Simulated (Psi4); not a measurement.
# SiNH4ClO (SMILES N[SiH](O)Cl): wB97X/6-31G(d) (spherical functions)

What is the vertical ionisation energy of SiNH4ClO at wB97X/6-31G* (spherical functions)? 

The results are computed with Psi4 1.11.

### 1 Starting point

SiNH4ClO: 8 atoms, total charge 0, spin state singlet. SMILES: `N[SiH](O)Cl`. Geometry: relaxed at PBE0-D4/def2-TZVP. This is one conformer, not always the lowest.

Bond lengths: N1–Si2 1.700 Å, Si2–O3 1.631 Å, Si2–Cl4 2.058 Å, N1–H5 1.006 Å, N1–H6 1.007 Å, Si2–H7 1.474 Å, O3–H8 0.960 Å. Angles: N1–Si2–O3 111.2°, N1–Si2–Cl4 104.5°, O3–Si2–Cl4 112.6°, N1–Si2–H7 117.4°, O3–Si2–H7 103.8°, Cl4–Si2–H7 107.5°, Si2–N1–H5 120.7°, Si2–N1–H6 121.4°, Si2–O3–H8 116.7°, H5–N1–H6 112.4°.

### 2 Energy and forces at wB97X/6-31G(d) (spherical functions)

The input, job.dat:

```
memory 1.6 GB

molecule molecule1 {
  0 1
  N     -1.41691665     1.67354146    -0.54613085
  Si     0.99097238    -0.42745605    -0.21788542
  O      1.04180601    -1.62762111     2.62086116
  Cl     0.32711159    -3.10217441    -2.96101186
  H     -2.30017464     1.88594667    -2.21608183
  H     -1.52482001     3.23596702     0.53479249
  H      3.58424354     0.52383208    -0.58316948
  H     -0.52817845    -2.26993902     3.26299010
  units bohr
  symmetry c1
  no_reorient
  no_com
}

set basis 6-31G*
set puream true
set e_convergence 1e-09
set d_convergence 1e-08
set scf_type pk
set dft_radial_points 99
set dft_spherical_points 590

e_tot, wfn = gradient("wb97x", return_wfn=True)
oeprop(wfn, "WIBERG_LOWDIN_INDICES", "MAYER_INDICES", "MULLIKEN_CHARGES", title="WB97X")
print_variables()
```

On the command line:

```console
$ psi4 -n 1 job.dat job.out
```

job.out:

```text
[...]
  Running in c1 symmetry.
[...]
  Nuclear repulsion =  228.759091881909143
[...]
  Multiplicity = 1
[...]
  Nalpha       = 25
  Nbeta        = 25
[...]
    Number of basis functions: 72
[...]
   @RKS iter   1:  -881.87517291018889   -3.25204e-01   1.04883e-02 ADIIS/DIIS
[...]
   @RKS iter  12:  -882.11149171150396   -1.59162e-12   2.88463e-09 DIIS
[...]
    Orbital Energies [Eh]
    ---------------------
    Doubly Occupied:
       1A   -101.476103     2A    -66.182101     3A    -19.220300
       4A    -14.396382     5A     -9.530349     6A     -7.289662
       7A     -7.283629     8A     -7.283388     9A     -5.433625
      10A     -3.791854    11A     -3.789531    12A     -3.787418
      13A     -1.141637    14A     -0.994047    15A     -0.942903
      16A     -0.688744    17A     -0.622412    18A     -0.601166
      19A     -0.527010    20A     -0.511437    21A     -0.464087
      22A     -0.445879    23A     -0.420790    24A     -0.417763
      25A     -0.378073
[...]
  @RKS Final Energy:  -882.11149171150396
   => Energetics <=
    Nuclear Repulsion Energy =            228.7590918819091428
    One-Electron Energy =               -1673.0448792235674773
    Two-Electron Energy =                 611.6012527322845926
    DFT Exchange-Correlation Energy =     -49.4269571021302951
    Empirical Dispersion Energy =           0.0000000000000000
    VV10 Nonlocal Energy =                  0.0000000000000000
    Total Energy =                       -882.1114917115039589
[...]
 Multipole Moments:
 ------------------------------------------------------------------------------------
     Multipole            Electronic (a.u.)      Nuclear  (a.u.)        Total (a.u.)
 ------------------------------------------------------------------------------------
 L = 1.  Multiply by 2.5417464519 to convert [e a0] to [Debye]
 Dipole X            :        -17.7839729           17.0816123           -0.7023606
 Dipole Y            :         57.5458354          -56.6517216            0.8941138
 Dipole Z            :         35.5755704          -35.2450929            0.3304775
 Magnitude           :                                                    1.1840462
[...]
  -Total Gradient:
     Atom            X                  Y                   Z
    ------   -----------------  -----------------  -----------------
       1        0.003700010884    -0.000961942316     0.000720800552
       2       -0.006247733655    -0.003251915563     0.004182734709
       3       -0.004284917008     0.003029492817    -0.007481249430
       4        0.000487605099     0.002063696972     0.002408955540
       5        0.002155775897    -0.000533691427     0.002939018012
       6        0.000031204004    -0.002559200639    -0.001924872591
       7       -0.000246699093     0.000679175199     0.000628448549
       8        0.004160814984     0.001519390899    -0.001640661523
[...]
  Mulliken Charges: (a.u.)
   Center  Symbol    Alpha    Beta     Spin     Total
       1     N     3.94651  3.94651  0.00000 -0.89303
       2    SI     6.58976  6.58976  0.00000  0.82047
       3     O     4.34833  4.34833  0.00000 -0.69666
       4    CL     8.65181  8.65181  0.00000 -0.30363
       5     H     0.32055  0.32055  0.00000  0.35890
       6     H     0.32265  0.32265  0.00000  0.35471
       7     H     0.54335  0.54335  0.00000 -0.08670
       8     H     0.27703  0.27703  0.00000  0.44593
   Total alpha = 25.00000, Total beta = 25.00000, Total charge = -0.00000
[...]
```

It took 24 s on 1 thread of Intel Xeon 6975P-C (Granite Rapids), shared host; peak memory 1.1 GiB.

### 3 The doublet cation: the energy at U-wB97X/6-31G(d) (spherical functions)

The input, clh4nosi.xyz:

```xyz
8
ClH4NOSi
N     -0.749800     0.885600    -0.289000
Si     0.524400    -0.226200    -0.115300
O      0.551300    -0.861300     1.386900
Cl     0.173100    -1.641600    -1.566900
H     -1.217200     0.998000    -1.172700
H     -0.806900     1.712400     0.283000
H      1.896700     0.277200    -0.308600
H     -0.279500    -1.201200     1.726700
```

The input, run.py:

```python
import psi4

psi4.set_memory('1600 MB')
psi4.set_num_threads(1)
psi4.core.set_output_file('run.log', False)

with open('clh4nosi.xyz') as f:
    atoms = ''.join(f.readlines()[2:])
geom = psi4.geometry('1 2\n' + atoms + 'symmetry c1')

psi4.set_options({
    'basis': '6-31G*',
    'reference': 'uks',
    'puream': True,
    'e_convergence': 1e-09,
    'd_convergence': 1e-08,
    'scf_type': 'pk',
    'dft_radial_points': 99,
    'dft_spherical_points': 590,
    'maxiter': 100,
})

E, wfn = psi4.energy("wb97x", return_wfn=True)
psi4.oeprop(wfn, "MULLIKEN_CHARGES", "DIPOLE", "WIBERG_LOWDIN_INDICES")
print(f'wb97x energy: {E:.10f} Eh')
```

On the command line:

```console
$ python run.py
```

run.log, shortened:

```text
[...]
  Running in c1 symmetry.
[...]
  Nuclear repulsion =  228.759091773363366
[...]
  Multiplicity = 2
[...]
  Nalpha       = 25
  Nbeta        = 24
[...]
    Number of basis functions: 72
[...]
   @UKS iter   1:  -881.49093066964781    5.90380e-02   9.65957e-03 DIIS/ADIIS
[...]
   @UKS iter  22:  -881.72677952906145   -8.64020e-12   7.66624e-09 DIIS
[...]
   @S^2 Observed:                7.565606276E-01
[...]
  @UKS Final Energy:  -881.72677952906145
   => Energetics <=
    Nuclear Repulsion Energy =            228.7590917733633660
    One-Electron Energy =               -1661.1637497409401476
    Two-Electron Energy =                 599.9332656871235940
    DFT Exchange-Correlation Energy =     -49.2553872486081659
    Empirical Dispersion Energy =           0.0000000000000000
    VV10 Nonlocal Energy =                  0.0000000000000000
    Total Energy =                       -881.7267795290614458
[...]
 Multipole Moments:
 ------------------------------------------------------------------------------------
     Multipole            Electronic (a.u.)      Nuclear  (a.u.)        Total (a.u.)
 ------------------------------------------------------------------------------------
 L = 1.  Multiply by 2.5417464519 to convert [e a0] to [Debye]
 Dipole X            :         -0.4462144           -1.0728176           -1.5190320
 Dipole Y            :         -2.3060120            5.0317101            2.7256981
 Dipole Z            :         -2.5721828            3.0944870            0.5223042
 Magnitude           :                                                    3.1638094
[...]
  Mulliken Charges: (a.u.)
   Center  Symbol    Alpha    Beta     Spin     Total
       1     N     4.23103  3.29276  0.93826 -0.52379
       2    SI     6.57212  6.62564 -0.05352  0.80224
       3     O     4.33528  4.29780  0.03748 -0.63308
       4    CL     8.58632  8.56187  0.02445 -0.14818
       5     H     0.24808  0.27425 -0.02617  0.47767
       6     H     0.24908  0.27513 -0.02604  0.47579
       7     H     0.51897  0.41317  0.10580  0.06786
       8     H     0.25912  0.25938 -0.00026  0.48149
   Total alpha = 25.00000, Total beta = 24.00000, Total charge =  1.00000
[...]
```

On the terminal:

```text
wb97x energy: -881.7267795291 Eh
```

Run time: 25 s. Hardware: 1 thread of Intel Xeon 6975P-C (Granite Rapids), shared host; peak memory 1.1 GiB.

### 4 Outcome

Level: wB97X/6-31G* (spherical functions).

| quantity | value |
| --- | --- |
| singlet SiNH4ClO: total energy | -882.11149 Eh |
| singlet SiNH4ClO: dipole moment | 3.01 D |
| singlet SiNH4ClO: HOMO energy | -10.29 eV |
| singlet SiNH4ClO: LUMO energy | 3.70 eV |
| singlet SiNH4ClO: HOMO–LUMO gap | 13.99 eV |
| singlet SiNH4ClO: largest force on an atom | 0.470 eV/Å |
| doublet cation: total energy | -881.72678 Eh |
| doublet cation: HOMO energy (highest over α and β) | -16.53 eV |
| doublet cation: LUMO energy (lowest over α and β) | -10.60 eV |
| doublet cation: ⟨S²⟩ | 0.757 |
| vertical ionisation energy (to the doublet cation) | 10.469 eV |

**Reading.** The vertical ionisation energy comes to 10.47 eV (241 kcal/mol). The largest force (singlet SiNH4ClO) is 0.47 eV/Å: the shape isn't a stationary point for this species at this level. −ε(HOMO) before ionisation, 10.29 eV, is 0.18 eV below this ionisation energy. Mulliken charges (singlet SiNH4ClO) run from -0.89 on N1 to +0.82 on Si2; they depend strongly on the basis. Mulliken charges (doublet cation) run from -0.63 on O3 to +0.80 on Si2.
